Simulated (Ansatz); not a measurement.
**NaAg2I3: from a guess to a relaxed structure**

Where does this trial cell of NaAg2I3 go when cell and atoms are let free?

Computed with Ansatz 0.2.0 (DFT PBE, scalar-relativistic, plane waves, PAW, unless a step's input says otherwise).

### 1 Starting point

Symmetry: P4/mmm, No. 123, tetragonal system. The conventional cell has a = 5.091 Å, b = 5.091 Å, c = 7.770 Å, α = 90.00°, β = 90.00°, γ = 90.00°. Na (site symmetry 4/mmm) is surrounded by 2 Ag at 2.85 Å. Around Ag (site symmetry 4mm) lie 1 Ag at 2.07 Å. I (site symmetry 4mm) is surrounded by 2 I at 2.41 to 2.68 Å. I (site symmetry 4/mmm) has 2 I at 2.68 Å as nearest neighbours.

Structure file:

```cif
data_structure
_symmetry_space_group_name_H-M 'P4/mmm'
_symmetry_Int_Tables_number 123
_cell_length_a 5.0909
_cell_length_b 5.0909
_cell_length_c 7.7699
_cell_angle_alpha 90.000
_cell_angle_beta 90.000
_cell_angle_gamma 90.000
_cell_volume 201.37
loop_
_atom_site_label
_atom_site_type_symbol
_atom_site_symmetry_multiplicity
_atom_site_Wyckoff_symbol
_atom_site_fract_x
_atom_site_fract_y
_atom_site_fract_z
_atom_site_occupancy
Na1 Na 1 b 0.00000 0.00000 0.50000 1
Ag1 Ag 2 g 0.00000 0.00000 0.86685 1
I1 I 2 h 0.50000 0.50000 0.65531 1
I2 I 1 c 0.50000 0.50000 0.00000 1
```

Recipe of the guess: random cell by space group and Wyckoff sites (P4/mmm, No. 123). Lengths come from tabulated atomic sizes and are only a guess.

### 2 Probe: one point on a coarse mesh

input.yaml reads:

```yaml
crystal:
  lattice:
    - [5.09088201, 0.0, 0.0]
    - [0.0, 5.09088201, 0.0]
    - [0.0, 0.0, 7.76989751]
  atoms:
    - { symbol: Na, position: [0.0, 0.0, 0.5] }
    - { symbol: Ag, position: [0.0, 0.0, 0.86685015] }
    - { symbol: Ag, position: [0.0, 0.0, 0.13314985] }
    - { symbol: I, position: [0.5, 0.5, 0.65531032] }
    - { symbol: I, position: [0.5, 0.5, 0.34468968] }
    - { symbol: I, position: [0.5, 0.5, 0.0] }
basis:
  ecutwfc: 420
kpoints:
  mp_grid: { grid: [4, 4, 2] }
hamiltonian:
  xc: pbe
scf:
  occupations: { method: gaussian, width: 0.1 }
  lower_state_search: "off"
output:
  forces: true
  stress: true
  eigenvalues: true
```

On the command line:

```
ansatz run input.yaml --threads 1 --pin off --max-ram 2560MiB --backend cpu --events-out ev --progress --plain --runs-dir out
```

The session goes on with these runs: a loose first relaxation; full relaxation.

Q: Predict the outcome of this session. Wanted: conventional cell; volume; energy over the elements; gap on the mesh.

**Answer**, as computed:

| quantity | value |
| --- | --- |
| symmetry at the end (tolerance 0.02 Å) | space group P4/mmm (No. 123) |
| conventional cell | a = 3.916 Å, b = 3.916 Å, c = 11.749 Å, α = 90.00°, β = 90.00°, γ = 90.00° |
| volume | 30.03 Å³/atom |
| energy over the elements | -0.28 eV/atom |
| gap on the mesh | 0.52 eV |

The space group P4/mmm (No. 123) is kept, and the volume per atom shrinks by 10.5 % from the first guess. A negative formation energy is needed for stability but isn't enough; other structures and compounds were not set against it here. No finished test with a distortion of lower symmetry is shown, so the end may be a saddle point. Spin-orbit coupling is left out, which matters for the bands of I.

Counted by bands, a gap of 0.03 eV stays open on the mesh in one run that reads as metallic: the smearing reaches across it.
